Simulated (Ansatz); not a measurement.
Run this with Ansatz 0.2.0, Python API and show what comes out.

The script, `methods.py`:
```python
from pathlib import Path

import ansatz as az
import numpy as np

molecule = (
    az.Crystal.molecule()
    .atom('Si', [-0.0035, 0.9636, 0.1441])
    .atom('O', [-0.1706, -0.5655, 0.6396])
    .atom('Si', [0.5523, -2.0165, 0.3889])
    .atom('Cl', [-0.3267, -2.8958, -1.1613])
    .atom('H', [-0.2247, 1.0735, -1.3554])
    .atom('H', [-1.0851, 1.8434, 0.8091])
    .atom('H', [1.3195, 1.5292, 0.4892])
)

calculation = molecule.calculation().basis(gaussian='cc-pVDZ')

print('functional    E (Ha)        dipole (D)   HOMO (eV)  LUMO (eV)')
for name in ['lda', 'r2scan0', 'pbe0', 'lc_wpbe']:
    summary = calculation.functional(name).forces().orbitals().run(runs_dir='runs').report
    lines = Path(summary['orbitals_path']).read_text().splitlines()
    field_of = lambda key: [line.split('=')[1].strip() for line in lines if line.startswith(key)]
    orbitals = [(27.211386 * float(e), s, float(n)) for e, s, n in zip(field_of('Ene='), field_of('Spin='), field_of('Occup='))]
    homo = max(e for e, _, n in orbitals if n > 0.5)
    lumo = min(e for e, _, n in orbitals if n < 0.5)
    dipole = 4.803205 * np.linalg.norm(summary['charge_distribution']['dipole_moment_e_ang'])
    print(f'{name:10s} {summary["free_energy_ev"] / 27.211386246:14.6f} {dipole:9.3f} {homo:11.3f} {lumo:10.3f}')
```

Output of `python methods.py`:
```text
functional    E (Ha)        dipole (D)   HOMO (eV)  LUMO (eV)
lda          -1111.913622     0.690      -6.041     -3.046
r2scan0      -1116.141117     0.732      -7.227     -2.071
pbe0         -1115.806379     0.727      -7.084     -2.109
lc_wpbe      -1115.916579     0.821      -9.648      0.107
```

Reading the output:
- Total energies depend on the basis set; only differences at equal settings carry meaning.
- The geometry is a force-field or estimated start, not a minimum of this method, and the basis set is short of its limit. A lower total doesn't mark the better method: functionals have no common bound, and MP2 and coupled cluster aren't variational.
- Levels such as HOMO and LUMO are orbital energies: with these approximate functionals they aren't the ionisation energy and electron affinity, and their gap isn't the fundamental gap.
- For Al to Cl the sets with a tight d function, cc-pV(X+d)Z, are usual.
- The whole script took 17 s on 1 thread of Arm Neoverse V1, on a shared host, peak memory 0.25 GiB.
